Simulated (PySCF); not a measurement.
# Ways to converge the SCF of S (triplet)

Do solver options change the result for S (triplet), or only the number of cycles?

Method: each script names its method and basis; program: PySCF 2.14.0.

2 further runs of the same task are left out: 2 that didn't finish.

## 1. The atom

S (triplet): 1 atom, charge 0, spin multiplicity 3.

## 2. Base script

Input file input.py:

```python
from pyscf import gto, scf, mcscf

mol = gto.M(
    atom='S 0 0 0',
    basis='cc-pvqz',
    charge=0,
    spin=2,
    verbose=3,
)
mf = scf.ROHF(mol)
mf.kernel()
mc = mcscf.CASSCF(mf, 6, 4)
mc.kernel()
mc.analyze()
mf.dip_moment()
print('orbital energies (hartree):', mf.mo_energy[..., max(0, mol.nelec[1]-3):mol.nelec[0]+3].round(4))
```

Command:

```console
$ OMP_NUM_THREADS=1 python input.py
```

The log of this run is left out.

It gives: E(SCF) = -397.506631 Eh, E(CAS) − E(SCF) = -0.01201 Eh.

The triplet is typed in the script; nothing here shows that it is the ground state.

## 3. Smearing width 0.2 hartree

Run 1 changes smearing width: none → 0.2 hartree; step after the SCF: casscf → none.

Input file input.py:

```python
from pyscf import gto, scf

mol = gto.M(
    atom='S 0 0 0',
    basis='cc-pvqz',
    charge=0,
    spin=2,
    verbose=3,
)
mf = scf.ROHF(mol)
mf = scf.addons.smearing_(mf, sigma=0.2, method='fermi')
mf.kernel()
mf.dip_moment()
print('orbital energies (hartree):', mf.mo_energy[..., max(0, mol.nelec[1]-3):mol.nelec[0]+3].round(4))
```

Command:

```console
$ OMP_NUM_THREADS=1 python input.py
```

## 4. Point-group symmetry on

Run 2 changes point-group symmetry: off → on.

input.py: that of step 2 with these lines changed.

```diff
@@ -7,2 +7,3 @@
     spin=2,
+    symmetry=True,
     verbose=3,
```

## 5. Convergence threshold 1e-13 hartree

Run 3 changes convergence threshold: default → 1e-13 hartree.

input.py: that of step 2 with these lines changed.

```diff
@@ -10,2 +10,3 @@
 mf = scf.ROHF(mol)
+mf.conv_tol = 1e-13
 mf.kernel()
```

## 6. Initial guess atom

Run 4 changes initial guess: minao → atom.

input.py: that of step 2 with these lines changed.

```diff
@@ -10,2 +10,3 @@
 mf = scf.ROHF(mol)
+mf.init_guess = 'atom'
 mf.kernel()
```

## 7. Second-order solver on

Run 5 changes second-order solver: off → on.

input.py: that of step 2 with these lines changed.

```diff
@@ -10,2 +10,3 @@
 mf = scf.ROHF(mol)
+mf = mf.newton()
 mf.kernel()
```

**Question.** What will these runs give? Wanted: for each run, E(SCF); from base; after the SCF.

**Answer**, as computed:

```
                                     run  E(SCF) (hartree)  from base (eV)                 after the SCF
                                    base       -397.506631               0  CASSCF correlation -0.327 eV
smearing width 0.2 hartree (poor choice)       -396.597729  not comparable                           n/a
                 point-group symmetry on       -397.505300         +0.0362  CASSCF correlation -0.326 eV
     convergence threshold 1e-13 hartree       -397.506631          0.0000  CASSCF correlation -0.327 eV
                      initial guess atom       -397.506631          0.0000  CASSCF correlation -0.327 eV
                  second-order solver on       -397.506631          0.0000  CASSCF correlation -0.327 eV
```

With convergence threshold 1e-13 hartree or initial guess atom or second-order solver on the SCF ends at the base energy. With point-group symmetry on the SCF ends in another solution, 0.04 eV higher: the path to self-consistency decides the state here. Rows marked «poor choice» come from settings spoiled on purpose.
